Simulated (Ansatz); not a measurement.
# CH9FSi2: the cost of one run

Program: Ansatz 0.2.0. Level of theory: RKS BHLYP-D4/STO-3G. These are calculated values, not measurements.

**1. The starting structure**

Bond lengths: Si1–F2 2.006 Å, Si1–H3 1.458 Å, Si1–H4 1.495 Å, Si1–C5 1.895 Å, Si1–Si7 2.599 Å, C5–H8 1.084 Å, C5–H9 1.085 Å, C5–H10 1.087 Å, Si7–H11 1.469 Å, Si7–H12 1.466 Å, Si7–H13 1.461 Å. Angles (14 of 22 angles, heavy atoms first): F2–Si1–C5 87.0°, F2–Si1–Si7 82.1°, C5–Si1–Si7 112.3°, F2–Si1–H3 80.6°, F2–Si1–H4 167.8°, H3–Si1–C5 119.9°, H3–Si1–Si7 123.5°, H4–Si1–C5 102.5°, H4–Si1–Si7 87.2°, Si1–C5–H8 110.2°, Si1–C5–H9 111.4°, Si1–C5–H10 112.0°, Si1–Si7–H11 126.6°, Si1–Si7–H12 114.8°.

Coordinates:

```xyz
13

Si   -0.7844   -0.1889    0.4312
F    -0.1158   -1.8619   -0.4498
H    -2.0137   -0.9733    0.4439
H    -1.3102    1.1635    0.7904
C     0.5345   -0.4808    1.7602
H     0.0738   -0.8558   -1.0898
Si    0.1987    0.9045   -1.7113
H     0.2210   -0.0433    2.7009
H     0.7035   -1.5398    1.9238
H     1.4874   -0.0317    1.4925
H     1.5786    0.7871   -2.2009
H    -0.6761    0.8493   -2.8870
H     0.1027    2.2711   -1.2042
```

**2. A restrained relaxation towards end A**

Springs on the bonds that form and break draw the guess towards this end; the thresholds are loose.

Contents of input.yaml:

```yaml
crystal:
  periodic: [false, false, false]
  atoms:
    - { symbol: Si, position_ang: [-0.7844, -0.1889, 0.4312] }
    - { symbol: F, position_ang: [-0.1158, -1.8619, -0.4498] }
    - { symbol: H, position_ang: [-2.0137, -0.9733, 0.4439] }
    - { symbol: H, position_ang: [-1.3102, 1.1635, 0.7904] }
    - { symbol: C, position_ang: [0.5345, -0.4808, 1.7602] }
    - { symbol: H, position_ang: [0.0738, -0.8558, -1.0898] }
    - { symbol: Si, position_ang: [0.1987, 0.9045, -1.7113] }
    - { symbol: H, position_ang: [0.221, -0.0433, 2.7009] }
    - { symbol: H, position_ang: [0.7035, -1.5398, 1.9238] }
    - { symbol: H, position_ang: [1.4874, -0.0317, 1.4925] }
    - { symbol: H, position_ang: [1.5786, 0.7871, -2.2009] }
    - { symbol: H, position_ang: [-0.6761, 0.8493, -2.887] }
    - { symbol: H, position_ang: [0.1027, 2.2711, -1.2042] }
basis:
  gaussian: { orbitals: STO-3G }
hamiltonian:
  xc: { name: BHLYP }
  dispersion: d4
relax:
  f_tol: 0.15
  max_steps: 25
  restrain:
    - { distance: [0, 6], at: 3.52, k: 30.0 }
    - { distance: [5, 1], at: 2.18, k: 30.0 }
    - { distance: [0, 1], at: 1.68, k: 30.0 }
    - { distance: [5, 6], at: 1.42, k: 30.0 }
```

Launch:

```console
ansatz run input.yaml --threads 1 --pin off --max-ram 2048MiB --backend cpu --events-out ev --progress --plain --runs-dir out
```

Q: Estimate wall time and peak memory on 1 thread of Arm Neoverse N1, shared host.

About 60 s, with a peak of 0.14 GiB.
